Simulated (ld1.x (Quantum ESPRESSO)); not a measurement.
# How the rcutus of the p waves shapes an ultrasoft potential for Cu, part 2 of 2

Aim: generate and test one potential in full, then change the rcutus of the p waves and see what happens to hardness, ghosts and transferability.

ld1.x (Quantum ESPRESSO) 7.5; first potential LDA (PZ), scalar-relativistic. Earlier steps stand in the parts before.

**4. Does it scatter like the atom?**

Taken from the files of the generation run. The phase is arctan(r·u′/u) with u = r·R, unwrapped, with energies in Ry. A pole is an energy at which the radial function vanishes at the test radius. The pseudo phase is shifted by a multiple of π to meet the all-electron one at the reference energy. Levels narrower than the energy grid can be missing from the poles. The last column is the largest difference on the grid between −1 and +1 Ry.

```tsv
channel	radius (bohr)	reference (Ry)	poles AE	poles PS	window around the reference with phases within 0.05 rad (Ry)	largest difference near zero (rad)
s	2.86	-0.44	0.55	0.55	below 2.7	0.000
p	2.86	-0.09	1.47	1.47	below 3.4	0.000
d	2.86	-0.72	-0.67, 3.16	-0.67, 3.18	the whole range	0.000
```

Phases (rad) along the scan:

```tsv
E (Ry)	s AE	s PS	p AE	p PS
-3.00	1.338	1.338	1.355	1.355
-2.52	1.307	1.306	1.332	1.332
-2.04	1.258	1.258	1.300	1.299
-1.56	1.169	1.169	1.250	1.250
-1.08	0.940	0.940	1.163	1.163
-0.60	-0.135	-0.135	0.965	0.965
-0.12	-1.271	-1.271	0.242	0.242
0.36	-1.521	-1.521	-1.030	-1.030
0.84	-1.631	-1.631	-1.403	-1.403
1.32	-1.711	-1.712	-1.542	-1.542
1.80	-1.798	-1.800	-1.625	-1.626
2.28	-1.931	-1.940	-1.696	-1.698
2.76	-2.232	-2.289	-1.776	-1.783
3.24	-3.191	-3.468	-1.901	-1.929
3.72	-4.127	-4.279	-2.190	-2.346
4.20	-4.414	-4.515	-3.179	-3.746
4.68	-4.534	-4.635	-4.148	-4.369
```

**5. Cutoff and ghost test in a Bessel basis**

A separate test, outside the generator: the pseudo-atom's Hamiltonian at the reference potential is diagonalised in spherical Bessel functions j_l(qr) that vanish at 20 bohr, with q² up to the cutoff.

All-electron valence levels (Ry): 4s -0.4445, 4p -0.0948, 3d -0.7197. The lowest levels of each channel (Ry) by cutoff; the last column sums, over occupied levels, occupation times the distance from the level at 400 Ry. A positive value at high cutoff is not a bound level.

```tsv
cutoff (Ry)	s #1	p #1	d #1	f #1	Σ f·Δε (mRy)
8	-0.4444	-0.0946	0.0637	0.1150	7050.0
12	-0.4445	-0.0948	-0.0795	0.1150	5761.7
21	-0.4445	-0.0948	-0.5665	0.1150	1378.6
30	-0.4445	-0.0948	-0.6847	0.1150	314.2
45	-0.4445	-0.0948	-0.7187	0.1150	8.7
55	-0.4445	-0.0948	-0.7190	0.1150	5.8
80	-0.4445	-0.0948	-0.7196	0.1150	0.7
100	-0.4445	-0.0948	-0.7196	0.1150	0.4
400	-0.4445	-0.0948	-0.7197	0.1150	0.0
```

The sum stays within 10 mRy from 45 Ry and within 1 mRy from 80 Ry. The sum leaves out empty levels, which can need more. Ghost test: no level below the all-electron spectrum of its channel (s, p, d, f tested).

**6. Variant: rcutus of the p waves (bohr) = 2.96**

File Cu.in:

```
 &input
   title='Cu', zed=29., rel=1, dft='PZ', iswitch=3,
   config='[Ar] 3d9 4s2 4p0',
   nld=3, rlderiv=3.20, eminld=-3.0, emaxld=5.0, deld=0.02
 /
 &inputp
   pseudotype=3, tm=.true., lloc=-1, rcloc=2.25,
   nlcc=.false.,
   which_augfun='PSQ', rmatch_augfun_nc=.true.,
   file_pseudopw='Cu.UPF', file_wfcaegen='ae.wfc', file_wfcncgen='nc.wfc', file_beta='beta', file_chi='chi', file_wfcusgen='us.wfc'
 /
6
4S  1  0   2.00   0.00  1.75  2.40  0.0
4S  1  0   0.00   0.10  1.75  2.40  0.0
4P  2  1   0.00   0.00  2.00  2.96  0.0
4P  2  1   0.00   0.45  2.00  2.96  0.0
3D  3  2   9.00   0.00  1.45  1.55  0.0
3D  3  2   0.00   0.35  1.45  1.55  0.0
 &test
   configts(1)='3d9 4s2 4p0'
 /
```

Run with:

```sh
$ ld1.x < Cu.in > Cu.out
```

What the program wrote to Cu.out (without the banner and most projector matrices):

```text
     Program LD1 v.7.5
     [... all-electron run as in step 2 ...]


     --------------------- Generating US pseudopotential ---------------------

      Generating local potential from pseudized AE potential:
      Matching radius rcloc =   2.2500

      Local pseudo, rcloc= 2.243 Estimated cut-off energy=     4.86 Ry
      Wfc-us  4S rcutus= 2.417  Estimated cut-off energy=     7.85 Ry
      Wfc-us  4S rcutus= 2.417  Estimated cut-off energy=     9.00 Ry
      Wfc-us  4P rcutus= 2.953  Estimated cut-off energy=     8.54 Ry
      Wfc-us  4P rcutus= 2.953  Estimated cut-off energy=     9.79 Ry
      Wfc-us  3D rcutus= 1.541  Estimated cut-off energy=    49.28 Ry
      Wfc-us  3D rcutus= 1.541  Estimated cut-off energy=    78.40 Ry

     Q pseudized with Bessel functions
     Expected ecutrho=     206.1160 due to l1=  2   l2=  2

     ------------------- End of pseudopotential generation -------------------

     [... all-electron run as in step 2 ...]


     Computing logarithmic derivative in   3.20263
     Computing logarithmic derivative in   3.20263
     Computing the partial wave expansion
     R is outside the sphere for l=    0 j= 0.00
     R is outside the sphere for l=    0 j= 0.00
     R is outside the sphere for l=    1 j= 0.00
     R is outside the sphere for l=    1 j= 0.00
     R is outside the sphere for l=    2 j= 0.00
     R is outside the sphere for l=    2 j= 0.00

     ---------------------- Testing the pseudopotential ----------------------

     Cu
     scalar relativistic calculation

     atomic number is 29.00   valence charge is 11.00
     dft =PZ   lsd =0 sic =0 latt =0  beta=0.20 tr2=1.0E-14
     mesh =1199 r(mesh) = 100.25372 xmin = -7.00 dx = 0.01250

     n l     nl             e AE (Ry)        e PS (Ry)    De AE-PS (Ry)
     3 2     3D   1( 9.00)       -0.71965       -0.71965        0.00000
     1 0     4S   1( 2.00)       -0.44448       -0.44448        0.00000
     2 1     4P   1( 0.00)       -0.09477       -0.09477        0.00000

     eps = 2.1E-15  iter =  4

     Etot =   -3304.370942 Ry,   -1652.185471 Ha,  -44958.256995 eV
     Etotps =   -99.668294 Ry,     -49.834147 Ha,   -1356.056220 eV

     Ekin =      30.149436 Ry,      15.074718 Ha,     410.203974 eV
     Encl =    -209.706539 Ry,    -104.853270 Ha,   -2853.202816 eV
     Ehrt =      97.007931 Ry,      48.503965 Ha,    1319.860139 eV
     Ecxc =     -14.989562 Ry,      -7.494781 Ha,    -203.943386 eV
     Epseu=      -2.129559 Ry,      -1.064780 Ha,     -28.974131 eV

     ---------------------- End of pseudopotential test ----------------------
```

Run time: 1.8 s. Hardware: 1 thread, shared host. (Generation and the later configuration tests together.)

The test run was repeated on this file; only its results are given.

The tests as a table, with energies relative to 3d9 4s2 4p0. Spin-polarised rows fill open shells by Hund's rule and count from the unpolarised reference. A star marks tests that logged a warning.

```tsv
valence configuration	charge	ΔE all-electron (eV)	error AE − PS (meV)
3d10 4s1 4p0 *	0	-2.003	-111
3d10 4s0 4p0	+1	6.431	-204
3d9 4s0 4p0	+2	28.118	-2.8
3d10 4s0 4p1	0	2.254	-150
3d7 4s0 4p0	+4	127.513	-1183
3d10 4s0.5 4p0	+0.5	1.299	-150
3d9 4s1 4p0	+1	9.898	-2.1
3d9 4s2 4p0 (spin-polarised)	0	-0.235	+189
3d10 4s1 4p0 (spin-polarised)	0	-2.187	-108
```

With this change the loose cutoff stays at 45 Ry, the largest test error stays at -1183 meV and there is no bound ghost.

**7. Variant: rcutus of the p waves (bohr) = 3.1**

Cu.in, as its differences from that of step 6:

```diff
@@ -3,3 +3,3 @@
    config='[Ar] 3d9 4s2 4p0',
-   nld=3, rlderiv=3.20, eminld=-3.0, emaxld=5.0, deld=0.02
+   nld=3, rlderiv=3.35, eminld=-3.0, emaxld=5.0, deld=0.02
  /
@@ -14,4 +14,4 @@
 4S  1  0   0.00   0.10  1.75  2.40  0.0
-4P  2  1   0.00   0.00  2.00  2.96  0.0
-4P  2  1   0.00   0.45  2.00  2.96  0.0
+4P  2  1   0.00   0.00  2.00  3.10  0.0
+4P  2  1   0.00   0.45  2.00  3.10  0.0
 3D  3  2   9.00   0.00  1.45  1.55  0.0
```

Run with:

```sh
$ ld1.x < Cu.in > Cu.out
```

The output, Cu.out (without the banner and most projector matrices):

```text
     Program LD1 v.7.5
     [... all-electron run as in step 2 ...]


     --------------------- Generating US pseudopotential ---------------------

      Generating local potential from pseudized AE potential:
      Matching radius rcloc =   2.2500

      Local pseudo, rcloc= 2.243 Estimated cut-off energy=     4.86 Ry
      Wfc-us  4S rcutus= 2.417  Estimated cut-off energy=     7.85 Ry
      Wfc-us  4S rcutus= 2.417  Estimated cut-off energy=     9.00 Ry
      Wfc-us  4P rcutus= 3.104  Estimated cut-off energy=     7.77 Ry
      Wfc-us  4P rcutus= 3.104  Estimated cut-off energy=     9.20 Ry
      Wfc-us  3D rcutus= 1.541  Estimated cut-off energy=    49.28 Ry
      Wfc-us  3D rcutus= 1.541  Estimated cut-off energy=    78.40 Ry

     Q pseudized with Bessel functions
     Expected ecutrho=     206.1160 due to l1=  2   l2=  2

     ------------------- End of pseudopotential generation -------------------

     [... all-electron run as in step 2 ...]


     Computing logarithmic derivative in   3.36684
     Computing logarithmic derivative in   3.36684
     Computing the partial wave expansion
     R is outside the sphere for l=    0 j= 0.00
     R is outside the sphere for l=    0 j= 0.00
     R is outside the sphere for l=    1 j= 0.00
     R is outside the sphere for l=    1 j= 0.00
     R is outside the sphere for l=    2 j= 0.00
     R is outside the sphere for l=    2 j= 0.00

     ---------------------- Testing the pseudopotential ----------------------

     Cu
     scalar relativistic calculation

     atomic number is 29.00   valence charge is 11.00
     dft =PZ   lsd =0 sic =0 latt =0  beta=0.20 tr2=1.0E-14
     mesh =1199 r(mesh) = 100.25372 xmin = -7.00 dx = 0.01250

     n l     nl             e AE (Ry)        e PS (Ry)    De AE-PS (Ry)
     3 2     3D   1( 9.00)       -0.71965       -0.71965        0.00000
     1 0     4S   1( 2.00)       -0.44448       -0.44448        0.00000
     2 1     4P   1( 0.00)       -0.09477       -0.09477        0.00000

     eps = 2.1E-15  iter =  4

     Etot =   -3304.370942 Ry,   -1652.185471 Ha,  -44958.256995 eV
     Etotps =   -99.668294 Ry,     -49.834147 Ha,   -1356.056220 eV

     Ekin =      30.149436 Ry,      15.074718 Ha,     410.203974 eV
     Encl =    -209.706539 Ry,    -104.853270 Ha,   -2853.202816 eV
     Ehrt =      97.007931 Ry,      48.503965 Ha,    1319.860139 eV
     Ecxc =     -14.989562 Ry,      -7.494781 Ha,    -203.943386 eV
     Epseu=      -2.129559 Ry,      -1.064780 Ha,     -28.974131 eV

     ---------------------- End of pseudopotential test ----------------------
```

Run time: 1.8 s. Hardware: 1 thread, shared host. This counts the later configuration tests of the new file too.

The new file went through the configuration test as well (its log is not shown).

The tests as a table, with energies relative to 3d9 4s2 4p0. Spin-polarised rows fill open shells by Hund's rule and count from the unpolarised reference. A star marks tests that logged a warning.

| valence configuration | charge | ΔE all-electron (eV) | error AE − PS (meV) |
| --- | --- | --- | --- |
| 3d10 4s1 4p0 * | 0 | -2.003 | -111 |
| 3d10 4s0 4p0 | +1 | 6.431 | -204 |
| 3d9 4s0 4p0 | +2 | 28.118 | -2.8 |
| 3d10 4s0 4p1 | 0 | 2.254 | -149 |
| 3d7 4s0 4p0 | +4 | 127.513 | -1183 |
| 3d10 4s0.5 4p0 | +0.5 | 1.299 | -150 |
| 3d9 4s1 4p0 | +1 | 9.898 | -2.1 |
| 3d9 4s2 4p0 (spin-polarised) | 0 | -0.235 | +189 |
| 3d10 4s1 4p0 (spin-polarised) | 0 | -2.187 | -108 |

With this change the loose cutoff stays at 45 Ry, the largest test error stays at -1183 meV and there is no bound ghost.

**8. All runs side by side**

The summary covers parts 1 to 2.

Cutoffs, loose and tight: the cutoffs (Ry, on a coarse ladder) from which the occupation-weighted sum of valence levels, in a spherical-Bessel basis at the reference potential, stays within 10 and 1 mRy of its value at 400 Ry; empty and scattering waves don't count. The number of plane waves in a given cell goes as the cutoff to the power 3/2; it is given for the loose cutoff, relative to the first potential. Test errors are all-electron less pseudo. The phase difference is the largest within 1 Ry of zero, over the channels with partial waves.

| rcutus of the p waves (bohr) | outcome | cutoff, loose | cutoff, tight | plane waves, relative | bound ghosts | largest test error (meV) | phase difference near zero (rad) | lowest overlap eigenvalue (Bessel basis) |
| --- | --- | --- | --- | --- | --- | --- | --- | --- |
| 2.64 (first) | generated | 45 Ry | 80 Ry | 1.00 | none | -1183 | 0.000 | 0.391 |
| 2.96 | generated | 45 Ry | 80 Ry | 1.00 | none | -1183 | 0.000 | 0.391 |
| 3.1 | generated | 45 Ry | 80 Ry | 1.00 | none | -1183 | 0.000 | 0.391 |

The loose cutoff is 45 Ry at 2.64, 45 Ry at 2.96 and 45 Ry at 3.1. The largest test error is 1183 meV at 2.64, 1183 meV at 2.96 and 1183 meV at 3.1. The p channel is empty in the reference atom, so the loose and tight cutoffs don't see it.

The first potential by itself. The worst unpolarised test, 3d7 4s0 4p0, is off by 1183 meV on 127.5 eV; by total energies transferability rates as poor. That test lies far up in energy; among those under 40 eV, nearer to bonding, the largest error is 204 meV. The potential is of middling hardness: the looser tolerance needs 45 Ry. The slowest occupied level is 3d: taken alone it needs 45 Ry to come within 1 mRy, against 6 Ry or less for 4s. The Bessel-basis test finds no level below the valence levels.
